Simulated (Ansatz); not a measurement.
# CAM-B3LYP/aug-cc-pVDZ run of GeH3Br (SMILES [GeH3][Br])

Aim: the electronic atomisation energy of GeH3Br at CAM-B3LYP/aug-cc-pVDZ, from 4 runs. 

Program for the calculation: Ansatz 0.2.0.

50 further runs of the same task are left out: 8 that didn't finish, 42 set aside as unsound or not needed.

## Step 1: The molecule

The species is GeH3Br (5 atoms), meant as a singlet with charge 0. As SMILES, `[GeH3][Br]`. Geometry: relaxed at PBE0-D4/def2-TZVP.

Bond lengths: Ge1–Br2 2.309 Å, Ge1–H3 1.532 Å, Ge1–H4 1.532 Å, Ge1–H5 1.532 Å. Angles: Br2–Ge1–H3 107.2°, Br2–Ge1–H4 107.2°, Br2–Ge1–H5 107.2°, H3–Ge1–H4 111.7°, H3–Ge1–H5 111.7°, H4–Ge1–H5 111.7°.

## Step 2: A single-point energy at CAM-B3LYP/aug-cc-pVDZ

run.yaml reads:

```yaml
crystal:
  periodic: [false, false, false]
  atoms:
    - symbol: Ge
      position_ang: [0.139040, 0.013690, -0.129150]
    - symbol: Br
      position_ang: [-1.548450, -0.152490, 1.438270]
    - symbol: H
      position_ang: [0.128210, 1.452190, -0.655100]
    - symbol: H
      position_ang: [-0.172230, -0.995930, -1.238090]
    - symbol: H
      position_ang: [1.453450, -0.317450, 0.584070]
basis:
  gaussian:
    orbitals: aug-cc-pVDZ
hamiltonian:
  xc: {name: CAM-B3LYP}
accuracy: high
output:
  orbitals: {seedname: orbitals}
```

Command:

```sh
$ ansatz run run.yaml --threads 1 --pin off --max-ram 3480MiB --events-out events.jsonl --progress --plain --runs-dir runs
```

Output:

```text
Warning: RAYON_NUM_THREADS=1 ignored (pool sized by the plan → 1); use --threads N
Functional definition: CAM-B3LYP
  name "CAM-B3LYP"
  parameter alpha = 0.19
  parameter beta = 0.46
  parameter omega = 0.33/bohr
  parameter ac = 0.81
  exchange = (1 - alpha - beta)*b88_x + beta*b88_x_sr(omega) + alpha*exact_x + beta*exact_x_lr(omega)
  correlation = (1 - ac)*vwn5_c + ac*lyp_c
1965 factors; integrals over basis functions are off by at most 4.5e-9 eV
486 factors; integrals over basis functions are off by at most 2.6e-9 eV
mean field evaluation 1: about -126619.1188 eV, gradient 9.1e0 eV
mean field evaluation 2: about -126619.2751 eV, gradient 5.6e0 eV
mean field evaluation 4: about -126619.3477 eV, gradient 1.0e0 eV
mean field evaluation 8: about -126619.3743 eV, gradient 9.1e-3 eV
mean field evaluation 16: about -126619.3744 eV, gradient 1.5e-6 eV
mean field -126619.37435174 eV, -4653.1761817320 hartree, gradient 3.5e-8 eV, S^2 0.000000; 0 other end points of the search recorded, 0 dependent functions left out
reference -126619.37437224 eV, -4653.1761824852 hartree; 35, 35 occupied and 64, 64 virtual orbitals, 1965 factors
Total energy: -126619.37437224 eV, -4653.1761824852 hartree
```

Wall time 14 s (1 thread of Arm Neoverse V1, shared host); peak memory 0.44 GiB.

## Step 3: The Br atom at the same level

run.yaml reads:

```yaml
crystal:
  periodic: [false, false, false]
  atoms:
    - {symbol: Br, position_ang: [0.000000, 0.000000, 0.000000]}
basis:
  gaussian:
    orbitals: aug-cc-pVDZ
magnetization:
  spin_polarized: true
  initial_magnetization: 1
hamiltonian:
  xc: {name: CAM-B3LYP}
accuracy: high
```

Run the same way, it converges to -2574.21378 Eh (log not shown).

## Step 4: The Ge atom, same level

input.yaml reads:

```yaml
basis:
  gaussian:
    orbitals: aug-cc-pVDZ
crystal:
  periodic: [false, false, false]
  atoms:
    - {symbol: Ge, position_ang: [0.000000, 0.000000, 0.000000]}
magnetization:
  spin_polarized: true
  initial_magnetization: 2
hamiltonian:
  xc: {name: CAM-B3LYP}
accuracy: high
```

Run the same way, it converges to -2077.01114 Eh (log not shown).

## Step 5: The H atom

run.yaml reads:

```yaml
crystal:
  periodic: [false, false, false]
  atoms:
    - {symbol: H, position_ang: [0.000000, 0.000000, 0.000000]}
basis:
  gaussian:
    orbitals: aug-cc-pVDZ
accuracy: high
magnetization:
  spin_polarized: true
  initial_magnetization: 1
hamiltonian:
  xc: {name: CAM-B3LYP}
```

Command:

```sh
$ ansatz run run.yaml --threads 1 --pin off --max-ram 3480MiB --events-out events.jsonl --progress --plain --runs-dir runs
```

Output:

```text
Warning: RAYON_NUM_THREADS=1 ignored (pool sized by the plan → 1); use --threads N
[... 8 set-up lines as earlier in the session ...]
42 factors; integrals over basis functions are off by at most 4.4e-8 eV
36 factors; integrals over basis functions are off by at most 8.9e-10 eV
mean field evaluation 1: about -13.5496 eV, gradient 7.6e-1 eV
mean field evaluation 2: about -13.5599 eV, gradient 1.4e-1 eV
mean field evaluation 4: about -13.5598 eV, gradient 1.1e-2 eV
mean field evaluation 8: about -13.5598 eV, gradient 3.2e-8 eV
mean field -13.55983324 eV, -0.4983146805 hartree, gradient 1.4e-9 eV, S^2 0.750000; 0 other end points of the search recorded, 0 dependent functions left out
reference -13.55984700 eV, -0.4983151861 hartree; 1, 0 occupied and 8, 9 virtual orbitals, 42 factors
Total energy: -13.55984700 eV, -0.4983151861 hartree
```

Wall time 0.24 s (1 thread of Arm Neoverse V1, shared host).

## Step 6: Results

At CAM-B3LYP/aug-cc-pVDZ:

| quantity | value |
| --- | --- |
| molecule: total energy | -4653.17618 Eh |
| molecule: HOMO energy | -9.57 eV |
| molecule: LUMO energy | -0.19 eV |
| molecule: HOMO–LUMO gap | 9.38 eV |
| Br atom: total energy | -2574.21378 Eh |
| Br atom: ⟨S²⟩ | 0.752 |
| Ge atom: total energy | -2077.01114 Eh |
| Ge atom: ⟨S²⟩ | 2.003 |
| H atom: total energy | -0.49832 Eh |
| H atom: ⟨S²⟩ | 0.750 |
| electronic atomisation energy | 12.417 eV |

What this shows: Taking the molecule apart into free atoms costs 12.42 eV (286 kcal/mol), before zero-point energy and without spin-orbit coupling.
